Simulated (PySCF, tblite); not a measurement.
**CH4BeO (+2), an ion with solvent molecules: NMR shifts, interaction energy, infrared bands, spin-spin couplings and core binding energies**

The task here is to estimate one member of a computed series from the others.

Programs: tblite 0.8.0 and PySCF 2.14.0. All values are calculated, for the isolated system unless a continuum is named. Atoms count from 0, parts from 1.

### The system as given

7 atoms, charge 2, multiplicity 1; geometry: rigid parts in contact. Parts: 1 = atom 0, `[Be+2]`, charge 2; 2 = atoms 1–6, `CO`, charge 0.

The first run:

The job: settings as JSON, then the geometry in Å.

```
{"job": {"kind": "dock", "xc": "GFN2-xTB", "basis": "xTB"}, "charge": 2, "multiplicity": 1, "parts": [{"atoms": "0-0", "charge": 2, "multiplicity": 1}, {"atoms": "1-6", "charge": 0, "multiplicity": 1}]}
Be     0.000000     0.000000     0.000000
C     -2.528297    -1.937897     0.193084
O     -1.425538    -1.487966     0.940980
H     -3.123161    -1.103144    -0.193694
H     -3.177336    -2.594043     0.783293
H     -2.125031    -2.502340    -0.645803
H     -1.744162    -0.982871     1.696195
```

Level: GFN2-xTB search for minima from random contacts, gas phase.

On the command line:

```bash
OMP_NUM_THREADS=1 python cluster_run.py task.json out
```

This one command runs all jobs of the session in turn.

Steps of the session up to this table: Bringing the parts together with GFN2-xTB; Optimising the geometry at PBE0-D3(BJ)/def2-TZVPD; Nuclear shieldings: PBE0/pcSseg-2; Coupled-cluster interaction energy: CCSD(T) and MP2.

One table of the session follows, with a row left open; its other results are not shown here.

It belongs to the step «Coupled-cluster interaction energy: CCSD(T) and MP2». 

| method | interaction energy (kcal/mol) |
| --- | --- |
| HF/aug-cc-pVDZ | ? |
| MP2/aug-cc-pVDZ | -168.81 |
| CCSD/aug-cc-pVDZ | -169.47 |
| CCSD(T)/aug-cc-pVDZ | -168.27 |
| HF/aug-cc-pVQZ | -186.72 |
| MP2/aug-cc-pVQZ | -177.61 |
| SCS-MP2/aug-cc-pVQZ | -178.16 |
| MP2, extrapolated | -178.11 |
| CCSD(T), limit estimate | -177.57 |

Q: Estimate the row for HF/aug-cc-pVDZ from the others.

The run gave: interaction energy (kcal/mol): -178.76. In the column «interaction energy (kcal/mol)» it lies between HF/aug-cc-pVQZ (-186.72) and SCS-MP2/aug-cc-pVQZ (-178.16).

Caveats from the session: The interaction energy leaves out the deformation of the parts, 9.48 kcal/mol at MP2. So large a deformation means that a part is far from its own minimum, so a sum across the two methods would be rough.
